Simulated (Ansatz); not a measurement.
# CH2GeN (SMILES N#[C][GeH2]): UMP2/def2-SVPD

What is the energy change on altering one bond length of CH2GeN at UMP2/def2-SVPD? 

The results are computed with Ansatz 0.2.0.

57 further runs of the same task are left out: 57 set aside as unsound or not needed.

## Step 1: The structure to begin with

CH2GeN has 5 atoms, charge 0, and is taken as a doublet. As SMILES, `N#[C][GeH2]`. The shape is that of a PBE0-D4/def2-TZVP optimisation.

Bond lengths: N1–C2 1.154 Å, C2–Ge3 1.912 Å, Ge3–H4 1.534 Å, Ge3–H5 1.534 Å. Angles: N1–C2–Ge3 175.5°, C2–Ge3–H4 108.2°, C2–Ge3–H5 108.2°, H4–Ge3–H5 114.7°.

## Step 2: The energy at UMP2/def2-SVPD

run.yaml reads:

```yaml
crystal:
  periodic: [false, false, false]
  atoms:
    - {symbol: N, position_ang: [1.590700, -1.029300, 1.293200]}
    - {symbol: C, position_ang: [0.838400, -0.535900, 0.570400]}
    - {symbol: Ge, position_ang: [-0.315900, 0.241400, -0.740100]}
    - {symbol: H, position_ang: [-1.658900, -0.498000, -0.695900]}
    - {symbol: H, position_ang: [-0.404300, 1.748400, -0.468900]}
basis:
  gaussian:
    orbitals: def2-SVPD
magnetization:
  spin_polarized: true
  initial_magnetization: 1
correlation:
  method: mp2
  frozen_orbitals: {C: 1, Ge: 9, H: 0, "N": 1}
accuracy: high
```

Command:

```bash
$ ansatz run run.yaml --threads 1 --pin off --max-ram 3480MiB --events-out events.jsonl --progress --plain --runs-dir runs
```

What it wrote:

```text
Warning: RAYON_NUM_THREADS=1 ignored (pool sized by the plan → 1); use --threads N
Functional definition: HF
  name "HF"
  exchange = exact_x
  correlation = 0
1836 factors; integrals over basis functions are off by at most 4.0e-9 eV
mean field evaluation 1: about -59003.8507 eV, gradient 2.2e1 eV
mean field evaluation 2: about -59003.9292 eV, gradient 2.2e1 eV
mean field evaluation 4: about -59007.0525 eV, gradient 2.9e0 eV
mean field evaluation 8: about -59007.1757 eV, gradient 2.7e-1 eV
mean field evaluation 16: about -59007.1852 eV, gradient 1.5e-4 eV
mean field -59007.18524933 eV, -2168.4740614062 hartree, gradient 1.7e-8 eV, S^2 0.803076; 2 other end points of the search recorded, 0 dependent functions left out
11 core orbitals not correlated: weight in the atoms' cores, before any rotation towards them, 1.000 or more for the frozen orbitals, at most 0.000 for the correlated occupied ones
reference -59007.18524933 eV, -2168.4740614062 hartree; 13, 12 occupied and 70, 71 virtual orbitals, 1836 factors
second order -13.64785436 eV of doubles, -0.00000000 eV of singles
Total energy: -59020.83310369 eV, -2168.9756108030 hartree
```

It took 5.7 s on 1 thread of Arm Neoverse V2, shared host; peak memory 0.32 GiB.

## Step 3: The distorted shape at the same level

in.yaml reads:

```yaml
crystal:
  periodic: [false, false, false]
  atoms:
    - symbol: N
      position_ang: [2.262210, -0.659595, 1.271100]
    - symbol: C
      position_ang: [1.509910, -0.166195, 0.548300]
    - symbol: Ge
      position_ang: [0.355610, 0.611105, -0.762200]
    - symbol: H
      position_ang: [-1.658900, -0.498000, -0.695900]
    - symbol: H
      position_ang: [0.267210, 2.118105, -0.491000]
basis:
  gaussian: {orbitals: def2-SVPD}
magnetization: {spin_polarized: true, initial_magnetization: 1}
correlation: {method: mp2, frozen_orbitals: {C: 1, Ge: 9, H: 0, "N": 1}}
accuracy: high
```

Command:

```bash
$ ansatz run in.yaml --threads 1 --pin off --max-ram 3480MiB --events-out events.jsonl --progress --plain --runs-dir runs
```

What it wrote, shortened:

```text
Warning: RAYON_NUM_THREADS=1 ignored (pool sized by the plan → 1); use --threads N
[... 2 set-up lines as earlier in the session ...]
[...]
1840 factors; integrals over basis functions are off by at most 4.5e-9 eV
[...]
mean field -59005.23273788 eV, -2168.4023079340 hartree, gradient 3.4e-8 eV, S^2 1.028099; 5 other end points of the search recorded, 0 dependent functions left out
11 core orbitals not correlated: weight in the atoms' cores, before any rotation towards them, 1.000 or more for the frozen orbitals, at most 0.000 for the correlated occupied ones
reference -59005.23273788 eV, -2168.4023079340 hartree; 13, 12 occupied and 70, 71 virtual orbitals, 1840 factors
second order -13.49725919 eV of doubles, -0.00000000 eV of singles
Total energy: -59018.72999707 eV, -2168.8983230603 hartree
```

Run time: 11 s. Hardware: 1 thread of Arm Neoverse V2, shared host; peak memory 0.36 GiB.

## Step 4: What came out

Level: UMP2/def2-SVPD, 11 core orbitals frozen.

```
                                                          quantity           value
                                         first shape: total energy  -2168.97561 Eh
         first shape: correlation energy (11 core orbitals frozen)      -501.5 mEh
                    first shape: ⟨S²⟩ of the reference determinant           0.803
                                     distorted shape: total energy  -2168.89832 Eh
     distorted shape: correlation energy (11 core orbitals frozen)      -496.0 mEh
                distorted shape: ⟨S²⟩ of the reference determinant           1.028
energy change with the Ge3–H4 bond stretched from 1.534 to 2.301 Å        2.103 eV
```

What this shows: With the Ge3–H4 bond stretched from 1.534 to 2.301 Å the energy rises by 2.10 eV (48 kcal/mol). The first shape isn't relaxed at this level, so the change isn't measured from a minimum. ⟨S²⟩ (distorted shape) is 1.03 where a pure doublet has 0.75: the reference is spin-contaminated.
